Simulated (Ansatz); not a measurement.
# Cd2Fe: a trial structure relaxed

Aim: relax Cd2Fe from this start, cubic Laves (C15) type (Fd-3m, No. 227), and see where it ends.

Method: DFT PBE, scalar-relativistic, plane waves, PAW, in Ansatz 0.2.0.

1 further run of the same task is left out (it didn't finish).

## (1) The structure to begin with

It takes space group Fd-3m (No. 227, cubic). Conventional cell: a = 7.791 Å, b = 7.791 Å, c = 7.791 Å, α = 90.00°, β = 90.00°, γ = 90.00°. Cd (site symmetry -3m) has 6 Cd at 2.75 Å as nearest neighbours. Around Fe (site symmetry -43m) lie 12 Cd at 3.23 Å and 4 Fe at 3.37 Å.

As a file:

```cif
data_structure
_symmetry_space_group_name_H-M 'P 1'
_symmetry_Int_Tables_number 1
_cell_length_a 5.5091
_cell_length_b 5.5091
_cell_length_c 5.5091
_cell_angle_alpha 60.000
_cell_angle_beta 60.000
_cell_angle_gamma 60.000
_cell_volume 118.23
loop_
_atom_site_label
_atom_site_type_symbol
_atom_site_fract_x
_atom_site_fract_y
_atom_site_fract_z
_atom_site_occupancy
Cd1 Cd 0.62500 0.62500 0.62500 1
Cd2 Cd 0.12500 0.62500 0.62500 1
Cd3 Cd 0.62500 0.62500 0.12500 1
Cd4 Cd 0.62500 0.12500 0.62500 1
Fe1 Fe 0.00000 0.00000 0.00000 1
Fe2 Fe 0.25000 0.25000 0.25000 1
```

(A quick probe on a coarse mesh, which set the mesh and smearing, is not shown.)

## (3) Relaxing cell and atoms

input.yaml reads:

```yaml
crystal:
  lattice:
    - [0.0, 3.8955060706, 3.8955060706]
    - [3.8955060706, 0.0, 3.8955060706]
    - [3.8955060706, 3.8955060706, 0.0]
  atoms:
    - { symbol: Cd, position: [0.625, 0.625, 0.625] }
    - { symbol: Cd, position: [0.125, 0.625, 0.625] }
    - { symbol: Cd, position: [0.625, 0.625, 0.125] }
    - { symbol: Cd, position: [0.625, 0.125, 0.625] }
    - { symbol: Fe, position: [0.0, 0.0, 0.0], spin: 3.44 }
    - { symbol: Fe, position: [0.25, 0.25, 0.25], spin: 3.44 }
basis:
  ecutwfc: 420
kpoints:
  mp_grid: { grid: [8, 8, 8] }
hamiltonian:
  xc: pbe
scf:
  occupations: { method: gaussian, width: 0.1 }
output:
  forces: true
  stress: true
  eigenvalues: true
  populations: true
  write_density: true
  write_potential: true
  elf: true
  volumetric_format: npy
magnetization:
  spin_polarized: true
relax:
  adjacent_minimum: "off"
  f_tol: 0.01
  max_steps: 80
  cell: { stress_tol: 0.05 }
```

Launch:

```sh
$ ansatz run input.yaml --threads 1 --pin off --max-ram 2560MiB --backend cpu --events-out ev --progress --plain --runs-dir out
```

Before running it: what results should come out?

As calculated:

Formation energies count from the elements, computed with the same settings in runs not shown here.

| quantity | value |
| --- | --- |
| cell (conventional) | a = 7.781 Å, b = 7.781 Å, c = 7.781 Å, α = 90.00°, β = 90.00°, γ = 90.00° |
| space group | Fd-3m (No. 227) |
| volume | 19.63 Å³/atom |
| gap on the mesh | none (metal) |
| formation energy from the elements | +0.625 eV/atom |
| largest moment | 3.10 μB |

**Reading.** The space group stayed Fd-3m, and from the first guess the volume went from 19.70 to 19.63 Å³/atom. The formation energy of +0.62 eV/atom is positive, so the elements lie lower than this structure; another structure of the compound can lie lower.
